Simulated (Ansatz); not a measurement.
From input file to script: CH2BNTe, SMILES B1N=C[Te]1 in Ansatz 0.2.0.

```yaml
crystal:
  periodic: [false, false, false]
  atoms:
    - { symbol: B, position_ang: [-0.4208, 0.7941, -0.5292] }
    - { symbol: "N", position_ang: [0.9038, 0.3237, -0.1041] }
    - { symbol: C, position_ang: [0.5007, -0.6311, 0.6927] }
    - { symbol: Te, position_ang: [-1.2114, -1.0402, -0.2708] }
    - { symbol: H, position_ang: [-0.8189, 1.7492, -1.2142] }
    - { symbol: H, position_ang: [1.0886, -1.2598, 1.3794] }
basis:
  gaussian: { orbitals: def2-SVP }
hamiltonian:
  xc: { name: SVWN5 }
output:
  forces: true
```

The program run on that file:
```console
$ ansatz run input.yaml --threads 1 --pin off --max-ram 4096MiB --backend cpu --events-out ev --progress --plain --runs-dir out
Engine: ansatz 0.2.0, aarch64-unknown-linux-gnu
Functional definition: SVWN5
  exchange = slater_x
  correlation = vwn5_c
920 factors; their error is unknown
mean field evaluation 1: about -10467.5003 eV, gradient 7.9e1 eV
mean field evaluation 2: about -10325.4215 eV, gradient 2.0e2 eV
mean field evaluation 4: about -10469.6560 eV, gradient 6.8e1 eV
mean field evaluation 8: about -10484.2036 eV, gradient 5.1e-1 eV
mean field evaluation 16: about -10484.1688 eV, gradient 3.2e-4 eV
mean field -10484.16882949 eV, -385.2860980590 hartree, gradient 1.2e-5 eV, S^2 0.000000; 1 other end points of the search recorded, 0 dependent functions left out
the calculation of the forces begins
reference -10484.16885629 eV, -385.2860990436 hartree; 22, 22 occupied and 56, 56 virtual orbitals, 920 factors
Total energy: -10484.16885629 eV, -385.2860990436 hartree
Atom 0 at    -0.420800     0.794100    -0.529200 Å, force     1.234808     1.058844    -1.948408 eV/Å
Atom 1 at     0.903800     0.323700    -0.104100 Å, force     1.584447     1.053883     2.372875 eV/Å
Atom 2 at     0.500700    -0.631100     0.692700 Å, force     2.219371     1.671281    -1.408692 eV/Å
Atom 3 at    -1.211400    -1.040200    -0.270800 Å, force    -5.728423    -3.810523    -0.416088 eV/Å
Atom 4 at    -0.818900     1.749200    -1.214200 Å, force     0.275206    -0.011490     0.932973 eV/Å
Atom 5 at     1.088600    -1.259800     1.379400 Å, force     0.414591     0.038004     0.467340 eV/Å
Dipole moment:    -0.088963    -0.156270     0.161367 e Å
```

The script, `energy.py`:
```python
"""Electronic structure of the CH2BNTe molecule."""

import ansatz as az
from ase import Atoms
import numpy as np
import pandas as pd

BASIS_SET = "def2-SVP"

atoms = Atoms(["B", "N", "C", "Te", "H", "H"], positions=[
    (-0.4208, 0.7941, -0.5292),
    (0.9038, 0.3237, -0.1041),
    (0.5007, -0.6311, 0.6927),
    (-1.2114, -1.0402, -0.2708),
    (-0.8189, 1.7492, -1.2142),
    (1.0886, -1.2598, 1.3794),
])
molecule = az.Crystal.molecule_from_ase(atoms)

model = (
    molecule.calculation()
    .basis(gaussian=BASIS_SET)
    .functional(az.LibraryFunctional("SVWN5"))
    .forces()
)
done = model.run(threads=1, backend="cpu")
report = done.report

for key in ("converged", "free_energy_ev", "reference_energy_ev", "n_frozen", "n_occupied", "n_virtual"):
    print(f"{key:22s} {report[key]}")

symbols = [site.symbol for site in molecule.cartesian_sites]
forces = np.array(report["forces_ev_ang"])
print("largest force", round(float(np.linalg.norm(forces, axis=1).max()), 4), "eV/A, rms", round(float(np.sqrt((forces ** 2).mean())), 4))

charges = report["charge_distribution"]
table = pd.DataFrame({"atom": symbols, "mulliken": charges["mulliken_charges_e"], "lowdin": charges["lowdin_charges_e"]})
print(table.round(3).to_string())
print("dipole (e A):", np.round(charges["dipole_moment_e_ang"], 4) + 0.0)
```

Running `python energy.py` prints:
```text
converged              True
free_energy_ev         -10484.168856286458
reference_energy_ev    -10484.168856286458
n_frozen               0
n_occupied             [22, 22]
n_virtual              [56, 56]
largest force 6.8926 eV/A, rms 2.0309
  atom  mulliken  lowdin
0    B    -0.009  -0.465
1    N    -0.079   0.154
2    C    -0.028  -0.078
3   Te    -0.011   0.374
4    H     0.035   0.003
5    H     0.092   0.013
dipole (e A): [-0.089  -0.1563  0.1614]
```

Reading the output:
- Total energies depend on the basis set; only differences at equal settings carry meaning.
- The geometry is a force-field or estimated start, not a minimum of this method, and the basis set is short of its limit.
- def2 sets replace the cores of elements past krypton by effective core potentials.
- The Löwdin charges here are taken after orthogonalising the functions within each atom; they differ from plain Löwdin charges, and their signs can be unphysical.
- Hardware and time: 2.4 s on 1 thread of Arm Neoverse V1, on a shared host, peak memory 0.22 GiB.

(Lines on the test bed's own set-up are left out of the output.)
